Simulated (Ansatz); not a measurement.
# FH3O2SZr: the cost of one run

Computed with Ansatz 0.2.0, Gaussian basis. Level: functionals in def2-TZVPP, the program's frozen cores in correlated methods.

The runs, in order: PBE-D4, r2SCAN-D4, PBE0-D4, B3LYP-D4, ωB97X-V, ωB97M-V, B2PLYP; CCSD(T)/def2-TZVPP; MP2/def2-QZVPP; extrapolation to the limit.

### 1 The geometry

An earlier PBE0-D4 in a triple-zeta def2 set relaxation fixed the geometry. Zr takes the def2 core potential; no spin-orbit term is included.

SMILES `[OH][Zr]([OH])([F])[SH]`, 8 atoms, charge 0, spin multiplicity 1.

Atoms are counted from 1 here; the program's logs count them from 0.

Bond lengths: O1–Zr2 1.903 Å, O1–H6 0.953 Å, Zr2–O3 1.907 Å, Zr2–F4 1.911 Å, Zr2–S5 2.467 Å, O3–H7 0.953 Å, S5–H8 1.347 Å. Angles: Zr2–O1–H6 169.7°, O1–Zr2–O3 114.3°, O1–Zr2–F4 110.2°, O1–Zr2–S5 105.5°, O3–Zr2–F4 107.7°, O3–Zr2–S5 108.8°, F4–Zr2–S5 110.3°, Zr2–O3–H7 168.6°, Zr2–S5–H8 91.9°.

### 2 PBE-D4 (GGA)

Contents of in.yaml:

```yaml
crystal:
  periodic: [false, false, false]
  atoms:
    - {symbol: O, position_ang: [-1.813783, 0.667013, 0.414879]}
    - {symbol: Zr, position_ang: [-0.205237, -0.046396, -0.310127]}
    - {symbol: O, position_ang: [0.533903, -1.492792, 0.689281]}
    - {symbol: F, position_ang: [-0.501193, -0.664746, -2.093934]}
    - {symbol: S, position_ang: [1.402393, 1.824738, -0.310147]}
    - {symbol: H, position_ang: [-2.625449, 0.877862, 0.867370]}
    - {symbol: H, position_ang: [0.777843, -2.163751, 1.319922]}
    - {symbol: H, position_ang: [2.431522, 0.998082, -0.577234]}
basis:
  gaussian: {orbitals: def2-TZVPP}
hamiltonian: {xc: pbe, dispersion: d4}
output: {forces: true, orbitals: {seedname: orbitals}}
```

Command:

```sh
$ ansatz run in.yaml --threads 2 --pin off --events-out ev --progress --plain --max-ram 22528MiB --backend cpu
```

**Question.** How long does this run take on 2 threads of AMD EPYC 7R13, shared host, and how much memory does it need?

About 3.1 s, with a peak of 0.34 GiB.
